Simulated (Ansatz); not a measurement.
# SiAsH3+ (quartet): wave-function methods side by side, cc-pVTZ

How much of the correlation energy of SiAsH3+ (quartet) does each wave-function method recover here?

Method: cc-pVTZ, core rule «outside noble gas», up to 19 orbitals frozen; program: Ansatz 0.2.0, Gaussian basis.

The runs, in order: UHF; CCSD(T) on ROHF; CCSD(T) on UHF; BCCD(T) on ROHF; CCSDT(Q) on ROHF; CCSDT(Q) on UHF.

7 further runs of the same task are left out: 1 for a known fault of the program, 6 set aside as unsound or not needed.

## Step 1: The system

The geometry is a PBE0/def2-TZVP stationary point (not a proven minimum) of the parent state, kept for this charge and spin. No spin-orbit coupling is included. The filled d shell of As may be among the frozen orbitals whatever the setting's name suggests; the logs give the count.

5 atoms, charge 1, spin multiplicity 4.

Atoms are counted from 1 here; the program's logs count them from 0.

Bond lengths: Si1–As2 2.357 Å, Si1–H3 1.488 Å, Si1–H4 1.488 Å, Si1–H5 1.488 Å. Angles: As2–Si1–H3 110.3°, As2–Si1–H4 110.3°, As2–Si1–H5 110.3°, H3–Si1–H4 108.7°, H3–Si1–H5 108.7°, H4–Si1–H5 108.7°.

## Step 2: UHF

in.yaml

```yaml
crystal:
  periodic: [false, false, false]
  atoms:
    - {symbol: Si, position_ang: [-1.650542, -0.011519, 0.004128]}
    - {symbol: As, position_ang: [0.706158, 0.004928, -0.001766]}
    - {symbol: H, position_ang: [-2.175948, 1.381149, 0.007507]}
    - {symbol: H, position_ang: [-2.158302, -0.715039, 1.213602]}
    - {symbol: H, position_ang: [-2.164376, -0.711463, -1.204855]}
basis:
  gaussian: {orbitals: cc-pVTZ}
total_charge: 1
magnetization: {spin_polarized: true, initial_magnetization: 3}
hamiltonian: {xc: hf}
output: {orbitals: {seedname: orbitals}}
```

On the command line:

```bash
> ansatz run in.yaml --threads 1 --pin off --events-out ev --progress --plain --max-ram 4096MiB --backend cpu
```

The runs that follow: CCSD(T) on ROHF; CCSD(T) on UHF; BCCD(T) on ROHF; CCSDT(Q) on ROHF; CCSDT(Q) on UHF.

Before running them: what should the planned runs give, taken together? Wanted: UCCSDT(Q) from the RHF energy; RMP2 from UCCSDT(Q); UMP2 from UCCSDT(Q); RCCSD from UCCSDT(Q); RCCSD(T) from UCCSDT(Q); UCCSD(T) from UCCSDT(Q); RCCSDT(Q) from UCCSDT(Q); T1 diagnostic.

The runs gave:

| quantity | value |
| --- | --- |
| UCCSDT(Q) from the ROHF energy | -6.4878 eV |
| RMP2 from UCCSDT(Q) | +124.4 kJ/mol |
| UMP2 from UCCSDT(Q) | +122.9 kJ/mol |
| RCCSD from UCCSDT(Q) | +26.3 kJ/mol |
| RCCSD(T) from UCCSDT(Q) | +6.2 kJ/mol |
| UCCSD(T) from UCCSDT(Q) | +4.4 kJ/mol |
| RCCSDT(Q) from UCCSDT(Q) | +1.9 kJ/mol |
| levels within 1 kcal/mol (43 meV) | RCCSDT, UCCSDT, RCCSDT(Q) |
| T1 diagnostic | 0.020 |

**Reading.** RCCSD(T) lands +6.2 kJ/mol from the yardstick (1.0 % of the correlation energy). These misses are within one basis, not against nature; the frozen cores of restricted and unrestricted runs differ, which can shift their rows.
